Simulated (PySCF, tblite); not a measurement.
# C7H5 radical: geometry, infrared bands and EPR parameters

What infrared bands and EPR parameters should C7H5 radical (`C#CC1=CCC=[C]1`) show?

Programs: tblite 0.8.0 and PySCF 2.14.0, with density-fitted response routines of our own. Each step states its level of theory. These are calculated values for one molecule in the gas phase, unless marked as measured. Atoms are numbered from 0 throughout.

**1. The molecule as given**

12 atoms, charge 0, multiplicity 2; geometry from: force field or distance geometry start.

Bonds of the start (Å): C0–C1 1.24, C1–C2 1.43, C2–C3 1.33, C3–C4 1.50, C4–C5 1.48, C5–C6 1.33, C6–C2 1.45, C0–H7 1.06, C3–H8 1.11, C4–H9 1.12, C4–H10 1.10, C5–H11 1.08.

**2. Optimising the geometry with GFN2-xTB**

Job settings and geometry (Å):

```
{"job": {"kind": "relax", "xc": "GFN2-xTB", "basis": "xTB"}, "charge": 0, "multiplicity": 2}
C      3.228000    -0.282700     0.147100
C      2.007700    -0.089800     0.239200
C      0.597800     0.129600     0.347700
C     -0.311600    -0.822400     0.145900
C     -1.667200    -0.218300     0.342300
C     -1.396900     1.209000     0.646100
C     -0.078600     1.382300     0.642800
H      4.271000    -0.427600     0.081400
H     -0.087300    -1.884700    -0.088900
H     -2.159500    -0.640600     1.260500
H     -2.309100    -0.363000    -0.536700
H     -2.093100     2.007700     0.853100
```

The run is started by

```sh
> OMP_NUM_THREADS=1 python probes_run.py task.json out
```

This one command runs all jobs of the session in turn.

What it wrote:

```text
step      E/eV     max force
  0    -470.95867    3.574
  1    -470.85570    8.703
  2    -471.10972    1.449
  3    -471.13829    0.901
  4    -471.15569    0.279
  5    -471.16638    0.258
  6    -471.17083    0.196
  7    -471.17433    0.163
  8    -471.17592    0.106
  9    -471.17689    0.080
 10    -471.17773    0.098
 11    -471.17855    0.109
 12    -471.17913    0.074
 13    -471.17953    0.065
 14    -471.17983    0.044
 15    -471.18008    0.043
 16    -471.18029    0.037
 17    -471.18055    0.047
 18    -471.18088    0.050
 19    -471.18127    0.052
 20    -471.18162    0.055
 21    -471.18187    0.049
 22    -471.18204    0.040
 23    -471.18220    0.040
 24    -471.18237    0.033
 25    -471.18254    0.039
 26    -471.18269    0.035
 27    -471.18280    0.021
 28    -471.18286    0.016
 29    -471.18290    0.017
 30    -471.18294    0.023
 31    -471.18301    0.023
 32    -471.18307    0.020
 33    -471.18311    0.016
 34    -471.18313    0.015
 35    -471.18316    0.014
 36    -471.18318    0.016
 37    -471.18321    0.016
 38    -471.18324    0.020
 39    -471.18327    0.019
 40    -471.18330    0.013
 41    -471.18331    0.007
```

It took 0.14 s on 1 thread of Arm Neoverse V2, shared host.

The steps of the relaxation: (not every step is listed) (the energy doesn't fall at every step)

| step | energy from step 0 (eV) | largest force (eV/Å) |
| --- | --- | --- |
| 0 | 0.0000 | 3.5741 |
| 1 | 0.1030 | 8.7030 |
| 2 | -0.1510 | 1.4489 |
| 3 | -0.1796 | 0.9015 |
| 4 | -0.1970 | 0.2785 |
| 5 | -0.2077 | 0.2580 |
| 6 | -0.2122 | 0.1961 |
| 7 | -0.2157 | 0.1630 |
| 8 | -0.2173 | 0.1058 |
| 10 | -0.2191 | 0.0984 |
| 12 | -0.2205 | 0.0743 |
| 14 | -0.2212 | 0.0442 |
| 16 | -0.2216 | 0.0371 |
| 18 | -0.2222 | 0.0504 |
| 20 | -0.2230 | 0.0547 |
| 22 | -0.2234 | 0.0397 |
| 24 | -0.2237 | 0.0328 |
| 26 | -0.2240 | 0.0354 |
| 28 | -0.2242 | 0.0164 |
| 30 | -0.2243 | 0.0234 |
| 32 | -0.2244 | 0.0197 |
| 34 | -0.2245 | 0.0151 |
| 36 | -0.2245 | 0.0158 |
| 37 | -0.2245 | 0.0157 |
| 38 | -0.2246 | 0.0199 |
| 39 | -0.2246 | 0.0192 |
| 40 | -0.2246 | 0.0129 |
| 41 | -0.2246 | 0.0073 |

Close pairs (by a distance rule), those that changed most:

| bond | before (Å) | after (Å) | change (Å) |
| --- | --- | --- | --- |
| C0–C1 | 1.239 | 1.201 | -0.038 |
| C3–H8 | 1.111 | 1.075 | -0.036 |
| C4–H9 | 1.124 | 1.093 | -0.032 |
| C4–C5 | 1.484 | 1.512 | +0.028 |
| C1–C2 | 1.431 | 1.405 | -0.026 |
| C2–C3 | 1.332 | 1.352 | +0.020 |
| C5–C6 | 1.330 | 1.322 | -0.008 |
| C5–H11 | 1.080 | 1.072 | -0.007 |

The end geometry stands in the next job.

**3. Vibrational analysis with GFN2-xTB**

Job settings and geometry (Å):

```
{"job": {"kind": "ir", "xc": "GFN2-xTB", "basis": "xTB"}, "charge": 0, "multiplicity": 2}
C      3.221988    -0.230675     0.151413
C      2.030427    -0.099844     0.228459
C      0.641071     0.082410     0.327182
C     -0.330059    -0.846494     0.176758
C     -1.676082    -0.220368     0.368356
C     -1.337829     1.225557     0.654804
C     -0.021653     1.339054     0.619466
H      4.260829    -0.355772     0.080923
H     -0.187733    -1.888001    -0.048447
H     -2.220953    -0.670593     1.201524
H     -2.298915    -0.311705    -0.524562
H     -2.079892     1.975745     0.844506
```

What it wrote:

```text
mode    cm-1     km/mol
  1     142.2      0.87
  2     142.7      2.49
  3     307.1      8.66
  4     371.5      0.41
  5     445.0      3.24
  6     541.5      2.96
  7     545.6      2.47
  8     660.4      5.84
  9     661.9     14.52
 10     719.2      5.42
 11     735.7     29.33
 12     746.0      2.35
 13     856.1      0.28
 14     906.2      4.83
 15     956.2      9.97
 16    1024.8      0.00
 17    1027.5      3.55
 18    1135.7      3.80
 19    1196.7      5.82
 20    1205.0     10.10
 21    1272.0      0.75
 22    1385.2     12.31
 23    1558.6      3.11
 24    1624.4      1.80
 25    2253.0      0.07
 26    2945.6     16.30
 27    2966.9     18.89
 28    3127.8     23.25
 29    3157.7     23.98
 30    3399.0      3.74
```

It took 0.21 s on 1 thread of Arm Neoverse V2, shared host.

The strongest bands and the atoms that carry them (share of the mass-weighted mode):

```csv
cm⁻¹,km/mol,atoms
662,14.5,"H7 82 %, C0 10 %"
736,29.3,"H11 49 %, C4 14 %, H10 11 %, H9 11 %"
1205,10.1,"C4 43 %, H10 14 %, H9 14 %"
1385,12.3,"H9 44 %, H10 44 %"
2946,16.3,"H9 48 %, H10 44 %"
2967,18.9,"H10 50 %, H9 46 %"
3128,23.2,H8 92 %
3158,24.0,H11 92 %
```

**4. EPR parameters: B3LYP/pcH-1**

Settings changed since step 3:

```diff
@@ -1,2 +1,2 @@
-{"job": {"kind": "ir", "xc": "GFN2-xTB", "basis": "xTB"}, "charge": 0, "multiplicity": 2}
+{"job": {"kind": "epr", "basis": "pcH-1"}, "charge": 0, "multiplicity": 2}
 C      3.221988    -0.230675     0.151413
```

Method: UKS B3LYP, pcH-1 on C H, non-relativistic, mean-field spin-orbit, GIAO.

What it wrote:

```text
UKS, coarse grid
  cycle   1  E = -269.52731032  |g| = 2.98e-01
  cycle   2  E = -269.53343811  |g| = 2.84e-01
  cycle   3  E = -269.57324582  |g| = 6.89e-02
  cycle   4  E = -269.57469840  |g| = 4.47e-02
  cycle   5  E = -269.57572215  |g| = 1.40e-02
  cycle   6  E = -269.57581458  |g| = 6.73e-03
  cycle   7  E = -269.57585239  |g| = 1.95e-03
  cycle   8  E = -269.57586335  |g| = 1.35e-03
  cycle   9  E = -269.57586810  |g| = 6.01e-04
UKS, final grid
  cycle   1  E = -269.57585038  |g| = 6.27e-04
  cycle   2  E = -269.57585057  |g| = 1.01e-03
  cycle   3  E = -269.57585117  |g| = 2.63e-04
  cycle   4  E = -269.57585140  |g| = 2.38e-04
  cycle   5  E = -269.57585164  |g| = 1.45e-04
  cycle   6  E = -269.57585166  |g| = 3.32e-05
  cycle   7  E = -269.57585166  |g| = 1.57e-05
E = -269.57585166 Eh   <S^2> = 0.7597 (exact 0.7500)
g shifts (ppm)      1          2          3
  rmc          -165       -165       -165
  gc             27         15          1
  oz_so        -631        -20        405
  total        -768       -170        241
hyperfine (MHz)  atom isotope    a_iso     a_fc   dipolar eigenvalues
    0   13C      -1.47      -1.47     -1.15     -0.63      1.79
    1   13C       5.03       5.03     -1.41     -0.94      2.35
    2   13C      43.19      43.19    -10.52     -5.22     15.74
    3   13C      44.02      44.02     -4.22      1.23      2.99
    4   13C      67.13      67.13     -7.08     -5.82     12.90
    5   13C      23.99      23.99    -22.89      1.41     21.48
    6   13C     458.50     458.50    -79.29    -58.93    138.22
    7    1H       0.89       0.89     -0.64     -0.60      1.24
    8    1H      11.35      11.35     -2.73     -2.34      5.07
    9    1H      -3.27      -3.27     -3.88     -1.45      5.32
   10    1H      -3.27      -3.27     -3.88     -1.45      5.33
   11    1H      37.34      37.34     -6.56     -4.93     11.50
```

Run time: 38 s. Hardware: 1 thread of Arm Neoverse V2, shared host; peak memory 0.87 GiB.

Principal g values 2.00155, 2.00215, 2.00256; g(iso) = 2.00209, against 2.00232 for a free electron.

Mean a(iso) over the nuclei that a row names, and the largest dipolar term of the row (other rows stand at the frozen geometry):

```
 nuclei  isotope  a(iso) (MHz)  a(iso) (G, at g = 2.0023)  largest dipolar term (MHz)
     C6      13C         458.5                      163.6                       138.2
     C4      13C          67.1                       24.0                        12.9
     C3      13C          44.0                       15.7                        -4.2
     C2      13C          43.2                       15.4                        15.7
    H11       1H          37.3                       13.3                        11.5
     C5      13C          24.0                        8.6                       -22.9
     H8       1H          11.3                        4.0                         5.1
     C1      13C           5.0                        1.8                         2.4
H9, H10       1H          -3.3                       -1.2                         5.3
     C0      13C          -1.5                       -0.5                         1.8
     H7       1H           0.9                        0.3                         1.2
```

Mulliken spin populations:

```
atom  value (e)
  C0      -0.01
  C1       0.01
  C2      -0.03
  C3       0.04
  C4       0.07
  C5      -0.13
  C6       1.02
  H7       0.00
  H8       0.01
  H9       0.00
 H10       0.00
 H11       0.02
```

In first order the couplings over 0.8 MHz of 1H give 24 distinct lines over 20.0 G, if the averaged nuclei exchange fast.

The fields below are evaluated on a grid from the run's orbitals.

ELF in a plane through or near 10 of the atoms.

Ten even steps from '0' (0.00) to '9' (1.00):
```
0000000000000000000000000000
0000000000000000000000000000
0000000000000100000000000000
0000000000003540001100000000
0000000000027872027830000000
0000000110017984179980000000
0000012453006858689980000000
0000344676315519459840000000
0006997687656857455100000000
0008999174482631784000000000
0007998586574865436300000000
0002776687525728658610000000
0000013565202527678510000000
0000001342005994245200000000
0000000000019994000000000000
0000000000029993000000000000
0000000000005871000000000000
0000000000000100000000000000
0000000000000000000000000000
0000000000000000000000000000
```
The map spans 13.8 Å across and 9.1 Å up, centred on the molecule. Atoms in the plane (x, y in Å): C0 (-3.2, 0.2), C1 (-2.0, 0.2), C2 (-0.6, 0.2), C3 (0.2, -0.9), C4 (1.6, -0.4), C5 (1.5, 1.1), C6 (0.2, 1.4), H7 (-4.3, 0.2), H8 (-0.1, -1.9), H11 (2.3, 1.7).

On the surface of density 0.002 e/bohr³ the electrostatic potential runs, from the 1st to the 99th percentile, from -0.83 V near C0 to 1.38 V near H7.

The spin density lies nearest to C6 75 %; C5 7 % (beta excess).

**5. Results**

```
                                 quantity                 value
strongest single infrared mode (GFN2-xTB)   736 cm⁻¹, 29 km/mol
             zero-point energy (GFN2-xTB)         54.3 kcal/mol
                           g(iso) (B3LYP)               2.00209
                                     ⟨S²⟩    0.760 (exact 0.75)
       largest a(iso) (averaged by class)  13C on C6, 458.5 MHz
    surface potential, 1st and 99th percentile    -0.83 V and 1.38 V
```

In words: Over 41 steps the energy fell by 0.225 eV; of the close pairs, C0–C1 changed most, 1.239 to 1.201 Å. All 30 modes are real, so the xTB geometry is a minimum. The strongest single mode, at 736 cm⁻¹, has its largest shares on H11, C4, H10 and H9 (the list is cut at 4 atoms). GFN2-xTB is a fitted tight-binding method: band positions and strengths are rough. Its intensities can rank the bands wrongly. C6 carries the largest spin population, 1.02 e. The isotropic g lies 0.2 ppt below the free-electron value.
